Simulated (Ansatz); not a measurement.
# CH₇AlSi₂: how energies converge with the basis set

The task here is to estimate one member of a computed series from the others.

Program: Ansatz 0.2.0, Gaussian basis. Level of theory: one geometry, several basis sets. These are calculated values, not measurements.

Plan: PBE0-D4/def2-SVP; ωB97M-V/def2-SVP; PBE0-D4/def2-QZVPP; ωB97M-V/def2-QZVPP; the functionals' def2-TZVPP values are taken from earlier runs.

## Structure used throughout

An earlier PBE0-D4 in a triple-zeta def2 set relaxation fixed the geometry.

SMILES `C1[SiH2][AlH][SiH2]1`, 11 atoms, charge 0, spin multiplicity 1.

Atoms are counted from 1 here; the program's logs count them from 0.

Bond lengths: C1–Si2 1.906 Å, C1–Si4 1.906 Å, C1–H5 1.092 Å, C1–H6 1.096 Å, Si2–Al3 2.458 Å, Si2–H7 1.495 Å, Si2–H8 1.492 Å, Al3–Si4 2.458 Å, Al3–H9 1.588 Å, Si4–H10 1.492 Å, Si4–H11 1.495 Å. Angles: Si2–C1–Si4 102.7°, Si2–C1–H5 115.0°, Si2–C1–H6 107.9°, Si4–C1–H5 115.0°, Si4–C1–H6 107.9°, H5–C1–H6 107.9°, C1–Si2–Al3 87.4°, C1–Si2–H7 109.0°, C1–Si2–H8 114.1°, Al3–Si2–H7 110.0°, Al3–Si2–H8 127.5°, H7–Si2–H8 107.0°, Si2–Al3–Si4 74.6°, Si2–Al3–H9 142.7°, Si4–Al3–H9 142.7°, C1–Si4–Al3 87.4°, C1–Si4–H10 114.1°, C1–Si4–H11 109.0° and more.

The first run:

The input, in.yaml:

```yaml
crystal:
  periodic: [false, false, false]
  atoms:
    - {symbol: C, position_ang: [-0.747664, 0.534736, -0.672099]}
    - {symbol: Si, position_ang: [-0.985686, -1.079636, 0.312146]}
    - {symbol: Al, position_ang: [1.019755, -0.462254, 1.591874]}
    - {symbol: Si, position_ang: [1.113754, 0.884669, -0.461803]}
    - {symbol: H, position_ang: [-1.096589, 0.500050, -1.706640]}
    - {symbol: H, position_ang: [-1.300711, 1.328913, -0.156651]}
    - {symbol: H, position_ang: [-0.684633, -2.241927, -0.579315]}
    - {symbol: H, position_ang: [-2.370503, -1.276613, 0.832297]}
    - {symbol: H, position_ang: [1.767697, -0.719014, 2.969164]}
    - {symbol: H, position_ang: [1.479980, 2.325923, -0.587270]}
    - {symbol: H, position_ang: [1.870001, 0.148151, -1.521003]}
basis:
  gaussian: {orbitals: def2-SVP}
hamiltonian: {xc: pbe0, dispersion: d4}
output: {orbitals: {seedname: orbitals}}
```

Command:

```sh
$ ansatz run in.yaml --threads 2 --pin off --events-out ev --progress --plain --max-ram 4352MiB
```

Among the steps run: PBE0-D4 in def2-SVP; ωB97M-V in def2-SVP; PBE0-D4 in def2-QZVPP; ωB97M-V in def2-QZVPP.

One of the session's tables, all rows but one given; the rest of the session is left out.

| functional | basis | HOMO (eV) | LUMO (eV) |
| --- | --- | --- | --- |
| PBE0-D4 | def2-SVP | ? | ? |
| PBE0-D4 | def2-TZVPP | -6.48 | -2.36 |
| PBE0-D4 | def2-QZVPP | -6.48 | -2.37 |
| ωB97M-V | def2-SVP | -8.37 | -0.64 |
| ωB97M-V | def2-TZVPP | -8.37 | -0.69 |
| ωB97M-V | def2-QZVPP | -8.37 | -0.75 |

**Question.** Estimate the row for PBE0-D4, def2-SVP.

The run gave: HOMO (eV): -6.52; LUMO (eV): -2.35. In the column «HOMO (eV)» it lies between ωB97M-V, def2-QZVPP (-8.37) and PBE0-D4, def2-TZVPP (-6.48).
